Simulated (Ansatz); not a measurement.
**C2H7FInN: up Jacob's ladder to CCSD(T)**

How much do the methods differ for C2H7FInN? The plan is to run it at one geometry with functionals of several rungs and with coupled cluster, and see how far each lands from CCSD(T) at the basis-set limit for the atomisation energy.

Computed with Ansatz 0.2.0, Gaussian basis. Level: functionals in def2-TZVPP, the program's frozen cores in correlated methods.

The runs, in order: PBE-D4, r2SCAN-D4, PBE0-D4, B3LYP-D4, ωB97X-V, ωB97M-V, B2PLYP; CCSD(T)/def2-TZVPP; MP2/def2-QZVPP; extrapolation to the limit.

## (1) The relaxed structure

All runs share one geometry, relaxed beforehand with PBE0-D4 in a triple-zeta def2 set. In takes the def2 core potential; no spin-orbit term is included.

12 atoms, charge 0, spin multiplicity 1.

Atoms are counted from 1 here; the program's logs count them from 0.

Bond lengths: C1–In2 2.142 Å, C1–H6 1.091 Å, C1–H7 1.091 Å, C1–H8 1.090 Å, In2–N3 2.018 Å, In2–C4 2.178 Å, N3–H9 1.007 Å, N3–H10 1.006 Å, C4–F5 1.394 Å, C4–H11 1.094 Å, C4–H12 1.094 Å. Angles: In2–C1–H6 110.3°, In2–C1–H7 109.9°, In2–C1–H8 110.3°, H6–C1–H7 108.1°, H6–C1–H8 109.2°, H7–C1–H8 109.0°, C1–In2–N3 116.7°, C1–In2–C4 130.3°, N3–In2–C4 113.0°, In2–N3–H9 124.0°, In2–N3–H10 125.2°, H9–N3–H10 110.8°, In2–C4–F5 111.3°, In2–C4–H11 111.0°, In2–C4–H12 110.9°, F5–C4–H11 107.9°, F5–C4–H12 107.9°, H11–C4–H12 107.7°.

## (2) PBE-D4 (GGA)

in.yaml reads:

```yaml
crystal:
  periodic: [false, false, false]
  atoms:
    - {symbol: C, position_ang: [-1.379073, 0.006074, 1.617345]}
    - {symbol: In, position_ang: [0.096099, -0.045457, 0.065100]}
    - {symbol: N, position_ang: [1.932840, -0.703823, 0.581824]}
    - {symbol: C, position_ang: [-0.048381, 0.513792, -2.035380]}
    - {symbol: F, position_ang: [-1.323911, 0.979354, -2.348879]}
    - {symbol: H, position_ang: [-1.829423, 0.997562, 1.678114]}
    - {symbol: H, position_ang: [-2.171193, -0.712788, 1.401950]}
    - {symbol: H, position_ang: [-0.926885, -0.241864, 2.577696]}
    - {symbol: H, position_ang: [2.179499, -1.016539, 1.506234]}
    - {symbol: H, position_ang: [2.713754, -0.795173, -0.046274]}
    - {symbol: H, position_ang: [0.166045, -0.341003, -2.684139]}
    - {symbol: H, position_ang: [0.667430, 1.304664, -2.279592]}
basis:
  gaussian: {orbitals: def2-TZVPP}
hamiltonian: {xc: pbe, dispersion: d4}
output: {forces: true, orbitals: {seedname: orbitals}}
```

On the command line:

```
> ansatz run in.yaml --threads 4 --pin off --events-out ev --progress --plain --max-ram 10444MiB
```

After this run come: r2SCAN-D4 (meta-GGA); PBE0-D4 (hybrid); B3LYP-D4 (hybrid); ωB97X-V (range-separated); ωB97M-V (range-separated); B2PLYP (double hybrid); CCSD(T) in def2-TZVPP; MP2 in def2-QZVPP.

Before running them: what should the planned runs give, taken together? Wanted: atomisation energy, CCSD(T)/CBS; farthest; mean size of error, hybrid; mean size of error, range-separated; gap, smallest and largest; T1 diagnostic; triples share of the correlation energy.

As calculated:

| quantity | value |
| --- | --- |
| atomisation energy, CCSD(T)/CBS | 4047.0 kJ/mol |
| functionals within 40.5 kJ/mol (1.0 %) | r2SCAN-D4, PBE0-D4, B3LYP-D4, ωB97X-V, ωB97M-V |
| farthest | PBE-D4 (+64.3 kJ/mol) |
| mean size of error, hybrid | 21.8 kJ/mol |
| mean size of error, range-separated | 2.0 kJ/mol |
| gap, smallest and largest | 4.21 eV (PBE-D4), 10.41 eV (ωB97X-V) |
| T1 diagnostic | 0.0134 |
| triples share of the correlation energy | 3.4 % |

In words: PBE-D4 is off by +64.3 kJ/mol. Double hybrids carry the basis error of their MP2 part in triple zeta, and no dispersion term here, so their miss is partly the set-up's. The reference freezes the cores and leaves out spin-orbit coupling and excitations past (T), and its outer-core shells are covered unevenly, so misses under about 40.5 kJ/mol can't be ranked. All levels share the lack of spin-orbit coupling, which lowers the free heavy atoms and so the true binding. Hartree-Fock recovers 70 % of the binding; the rest is correlation. The gap grows from 4.2 to 10.4 eV across the functionals, mostly with the share of exact exchange. Correlated methods include outer-core shells of In, which these sets cover unevenly.
